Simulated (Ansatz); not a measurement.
# CoSn (P6/mmm) in Ansatz: a series of runs, part 2 of 2

Ansatz 0.2.0. Earlier steps stand in the parts before.

## 3. Band structure, PBE, non-collinear spin, ferromagnetic start, spin-orbit coupling

File input.yaml:

```yaml
crystal:
  lattice:
    - [5.2460399276, 0.0, 0.0]
    - [-2.6230199638, 4.5432038466, 0.0]
    - [0.0, 0.0, 4.1875903]
  atoms:
    - { symbol: Sn, position: [0.0, 0.0, 0.0] }
    - { symbol: Sn, position: [0.3333333333, 0.6666666667, 0.5] }
    - { symbol: Sn, position: [0.6666666667, 0.3333333333, 0.5] }
    - { symbol: Co, position: [0.5, 0.0, 0.0], spin: 2.001, spin_axis: [1.155, 1.155, 1.155] }
    - { symbol: Co, position: [0.5, 0.5, 0.0], spin: 2.001, spin_axis: [1.155, 1.155, 1.155] }
    - { symbol: Co, position: [0.0, 0.5, 0.0], spin: 2.001, spin_axis: [1.155, 1.155, 1.155] }
hamiltonian:
  xc: pbe
  pseudopotentials: { kind: paw_fr }
magnetization:
  noncollinear: true
  spin_orbit: true
kpoints:
  mp_grid: { grid: [6, 6, 7] }
  band_path:
    path:
      - [[0.0, 0.0, 0.0], [0.5, 0.0, 0.0], [0.3333333333, 0.3333333333, 0.0], [0.0, 0.0, 0.0], [0.0, 0.0, 0.5], [0.5, 0.0, 0.5], [0.3333333333, 0.3333333333, 0.5], [0.0, 0.0, 0.5]]
      - [[0.5, 0.0, 0.5], [0.5, 0.0, 0.0]]
      - [[0.3333333333, 0.3333333333, 0.0], [0.3333333333, 0.3333333333, 0.5]]
    npoints: 14
scf:
  occupations: { method: fermi_dirac, width: 0.05 }
  n_extra_bands: 15
output:
  forces: true
  stress: true
  eigenvalues: true
  fatbands: false
  write_density: true
  write_potential: true
  elf: true
  volumetric_format: npy
```

Potentials or basis: Ansatz PAW.

The run is started by

```
$ ansatz run input.yaml --threads 2 --pin off --max-ram 5632MiB --backend cpu --events-out ev --progress --plain --runs-dir out
```

The log of the run:

```text
Warning: output.stress: scf.convergence.dr2_threshold = 1e-7 eV (the SCF's general default) is looser than the 6e-10 eV advised for a printed stress (1e-10 eV for each atom of the cell: 6). What an SCF threshold leaves in a stress goes as its square root, and in the free energy as the threshold itself, and one threshold admits the most on a small cell: of the crystals measured, under no hybrid functional and no lock of the moments, on runs that ended without the residual-converged pass, on stresses that held no estimate of that error, the worst erred by over 100 MPa in a component at 1e-7 eV an atom and by under 5 at 1e-10. Set scf.convergence.dr2_threshold to 6e-10 eV or tighter. The threshold is an SCF's pass mark: one that does not reach it within its budget of iterations ends unconverged, or closes short of it on a stop that the run arms, and scf.convergence.dr2_threshold's page says what that costs each kind of run
[... 110 lines left out ...]
  k-point 2: bands = ["-79.2076", "-79.2076", "-79.1933", "-79.1933", "-79.1932", "-79.1932", "-43.7807", "-43.7807", "-43.7784", "-43.7784", "-43.7416", "-43.7416", "-41.9909", "-41.9909", "-41.9525", "-41.9525", "-41.9382", "-41.9382", "-41.9298", "-41.9298", "-41.8899", "-41.8899", "-41.8579", "-41.8579", "-6.8806", "-6.8806", "-6.8118", "-6.8118", "-6.7353", "-6.7353", "-6.7231", "-6.7231", "-6.7039", "-6.7039", "-6.6981", "-6.6981", "-5.8640", "-5.8640", "-5.8160", "-5.8160", "-5.7724", "-5.7724", "-5.7257", "-5.7257", "-5.6854", "-5.6854", "-5.6816", "-5.6816", "-5.6722", "-5.6722", "-5.6550", "-5.6550", "-5.6127", "-5.6127", "4.3583", "4.3583", "7.5506", "7.5506", "9.5927", "9.5927", "10.5688", "10.5688", "11.6579", "11.6579", "11.8667", "11.8667", "12.5326", "12.5326", "12.5848", "12.5848", "12.6378", "12.6378", "13.0811", "13.0812", "13.0933", "13.0933", "13.1258", "13.1258", "13.5802", "13.5802", "13.7065", "13.7065", "14.6386", "14.6386", "14.6427", "14.6427", "14.6535", "14.6535", "14.7486", "14.7486", "14.7538", "14.7538", "15.4077", "15.4077", "15.5177", "15.5177", "15.5318", "15.5318", "15.6957", "15.6957", "17.2433", "17.2433", "17.8002", "17.8002", "18.8456", "18.8456", "19.0552", "19.0552"]
  k-point 127: bands = ["-79.2028", "-79.2028", "-79.1981", "-79.1981", "-79.1933", "-79.1933", "-43.7792", "-43.7792", "-43.7662", "-43.7662", "-43.7541", "-43.7541", "-41.9719", "-41.9719", "-41.9526", "-41.9526", "-41.9449", "-41.9449", "-41.9133", "-41.9133", "-41.9015", "-41.9015", "-41.8774", "-41.8774", "-6.8764", "-6.8764", "-6.7952", "-6.7952", "-6.7736", "-6.7736", "-6.7197", "-6.7197", "-6.6981", "-6.6981", "-6.6918", "-6.6918", "-5.8553", "-5.8553", "-5.8032", "-5.8032", "-5.7700", "-5.7700", "-5.7646", "-5.7646", "-5.6858", "-5.6858", "-5.6797", "-5.6797", "-5.6374", "-5.6374", "-5.6290", "-5.6290", "-5.6164", "-5.6164", "6.4741", "6.4741", "7.1000", "7.1000", "7.8208", "7.8208", "9.1090", "9.1090", "11.1369", "11.1369", "11.3698", "11.3699", "11.5088", "11.5088", "12.3004", "12.3004", "12.4112", "12.4112", "13.2923", "13.2923", "13.5623", "13.5623", "13.7030", "13.7030", "13.8215", "13.8215", "13.8525", "13.8525", "14.0159", "14.0159", "14.1344", "14.1344", "14.5322", "14.5322", "14.6465", "14.6465", "14.7582", "14.7582", "14.8557", "14.8557", "14.9829", "14.9829", "15.7170", "15.7170", "16.4677", "16.4677", "19.0425", "19.0425", "20.2671", "20.2671", "20.6889", "20.6889", "21.3301", "21.3301"]
```

rho_z.tsv:

```text
# z_ang	rho[e/angstrom^3]	m_x[e/angstrom^3]	m_y[e/angstrom^3]	m_z[e/angstrom^3]	m_norm[e/angstrom^3]
# format = ansatz-planar-average/11
# lattice	5.246039928	0.000000000	0.000000000
# lattice	-2.623019964	4.543203847	0.000000000
# lattice	0.000000000	0.000000000	4.187590300
# sites	6
# site	50	0.000000000	0.000000000	0.000000000
# site	50	-0.000000000	3.028802565	2.093795150
# site	50	2.623019964	1.514401282	2.093795150
# site	27	2.623019964	0.000000000	0.000000000
# site	27	1.311509982	2.271601923	0.000000000
# site	27	-1.311509982	2.271601923	0.000000000
0.000000	3.411932e0	-3.302469e-7	-3.293025e-7	-4.992475e-7	1.326136e-6
0.139586	2.980997e0	-2.405209e-7	-2.392264e-7	-3.836403e-7	1.214608e-6
0.279173	2.058490e0	-1.204365e-7	-1.188248e-7	-2.077350e-7	8.802834e-7
0.418759	1.234675e0	-9.725315e-8	-9.575211e-8	-1.355351e-7	6.095259e-7
0.558345	7.223704e-1	-1.094802e-7	-1.082318e-7	-1.182832e-7	4.318064e-7
0.697932	4.522304e-1	-1.137254e-7	-1.127128e-7	-1.061170e-7	3.122764e-7
[... 22 lines left out ...]
3.908418	2.058490e0	-1.204365e-7	-1.188248e-7	-2.077350e-7	8.802834e-7
4.048004	2.980997e0	-2.405209e-7	-2.392264e-7	-3.836403e-7	1.214608e-6
```

v_z.tsv:

```text
# z_ang	v_es[eV]	v_tot[eV]	b_x[eV]	b_y[eV]	b_z[eV]
# format = ansatz-planar-average/11
# xc	pbe
# density_cutoff_ev	1680
# datasets	Sn=:simpson_from_first_knot:soft	Co=:simpson_from_first_knot:soft
# lattice	5.246039928	0.000000000	0.000000000
# lattice	-2.623019964	4.543203847	0.000000000
# lattice	0.000000000	0.000000000	4.187590300
# sites	6
# site	50	0.000000000	0.000000000	0.000000000
# site	50	-0.000000000	3.028802565	2.093795150
# site	50	2.623019964	1.514401282	2.093795150
# site	27	2.623019964	0.000000000	0.000000000
# site	27	1.311509982	2.271601923	0.000000000
# site	27	-1.311509982	2.271601923	0.000000000
0.000000	4.733613e-1	-1.572582e1	1.843224e-6	1.844332e-6	1.732004e-6
0.139586	8.867395e-1	-1.501034e1	1.776986e-6	1.772012e-6	1.663965e-6
0.279173	2.109712e0	-1.295361e1	1.614864e-6	1.612021e-6	1.513474e-6
0.418759	4.104859e0	-9.792932e0	1.418012e-6	1.412338e-6	1.316359e-6
0.558345	6.729706e0	-5.914056e0	1.280401e-6	1.272369e-6	1.164236e-6
0.697932	9.566211e0	-1.948147e0	1.212092e-6	1.205297e-6	1.056743e-6
[... 22 lines left out ...]
3.908418	2.109712e0	-1.295361e1	1.614864e-6	1.612021e-6	1.513474e-6
4.048004	8.867395e-1	-1.501034e1	1.776986e-6	1.772012e-6	1.663965e-6
```

Run time: 16 min. Hardware: 2 threads of Arm Neoverse V2, shared host; peak memory 2.4 GiB.

What came out:

```yaml
Free_energy: -33458.7799 eV
Pressure: 4.0 GPa
Band_gap_on_the_k_mesh: none (metal or under the smearing width)
Net_moment: 0.00 μB per cell
Absolute_moment: 0.00 μB per cell
```

Levels at the corners of the path, in eV from the Fermi level:
| point | band 90 | band 91 | band 92 | band 93 | band 94 | band 95 |
| --- | --- | --- | --- | --- | --- | --- |
| Γ | -0.45 | -0.42 | -0.42 | 0.46 | 0.46 | 0.63 |
| M | -0.45 | 0.69 | 0.69 | 0.96 | 0.96 | 1.67 |
| K | -0.24 | 1.06 | 1.06 | 1.25 | 1.25 | 1.39 |
| Γ | -0.45 | -0.42 | -0.42 | 0.46 | 0.46 | 0.63 |
| A | -0.57 | -0.56 | -0.56 | -0.45 | -0.45 | -0.43 |
| L | -0.57 | -0.50 | -0.50 | -0.45 | -0.45 | -0.19 |
| H | -0.71 | -0.65 | -0.65 | -0.54 | -0.54 | -0.18 |
| A | -0.57 | -0.56 | -0.56 | -0.45 | -0.45 | -0.43 |
| L | -0.57 | -0.50 | -0.50 | -0.45 | -0.45 | -0.19 |
| M | -0.45 | 0.69 | 0.69 | 0.96 | 0.96 | 1.67 |
| K | -0.24 | 1.06 | 1.06 | 1.25 | 1.25 | 1.39 |
| H | -0.71 | -0.65 | -0.65 | -0.54 | -0.54 | -0.18 |

Moments on the atoms (μB; x, y, z):
```
Sn  0.00 0.00 0.00
Sn  0.00 0.00 0.00
Sn  0.00 0.00 0.00
Co  0.00 0.00 0.00
Co  0.00 0.00 0.00
Co  0.00 0.00 0.00
```

Caveat: the starting moments weren't kept; the thresholds are loose for stress.
